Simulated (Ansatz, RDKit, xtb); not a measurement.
**C6H7ClF+: ranking a sample of isomers**

A sample of isomers of C6H7ClF+ (charge +1) is drawn. Aim: find which of them has the lowest free energy at 298.15 K, then its properties. The sample is small against all isomers, and the most stable one of this formula need not be in it.

The funnel: GFN2-xTB relaxations, single points with a density functional, relaxations at PBE-D3(BJ)/def2-SVP, harmonic vibrations (at GFN2-xTB), and a last energy at a higher level. All values are calculated.

**1. Drawing up candidates**

Isomers were taken from a list of plausible structures; this is a sample, not all of them. That gives 4 candidates.

| label | SMILES | spin |
| --- | --- | --- |
| c164 | C[C@]1(F)C=C(Cl)[CH+]C1 | singlet |
| c171 | C[C@]1(Cl)C[CH+]C=C1F | singlet |
| c194 | C[C+](C#CCCl)CF | singlet |
| c292 | C[C+]1C=C(CCl)[C@@H]1F | singlet |

Candidates are built by distance geometry, with a force field where one applies, in up to four conformers (letters a to d).

Q: Predict the outcome of this search (final energies at CCSD(T)/def2-SVP + MP2/def2-TZVPP - MP2/def2-SVP).

| quantity | value |
| --- | --- |
| lowest structure found | C[C@]1(Cl)C[CH+]C=C1F, singlet |
| next finalist | C[C@]1(F)C=C(Cl)[CH+]C1, singlet, 10.5 kcal/mol higher in G |
| share at equilibrium, among the finalists | 100.0 % |

The search ends on `C[C@]1(Cl)C[CH+]C=C1F`. Among the finalists first place is clear (10.5 kcal/mol); structures outside the list aren't covered. GFN2-xTB, HF/STO-3G, r2SCAN-D4/def2-SVP, PBE-D3(BJ)/def2-SVP, HF/def2-SVP and MP2/def2-SVP already put its bonding pattern lowest among the structures in one piece. The search is not exhaustive (a finite list of starts, one conformer a finalist), so a lower isomer can't be ruled out. Only 4 drawn patterns were tried, so whole families of isomers are missing, and the result ranks this sample alone.
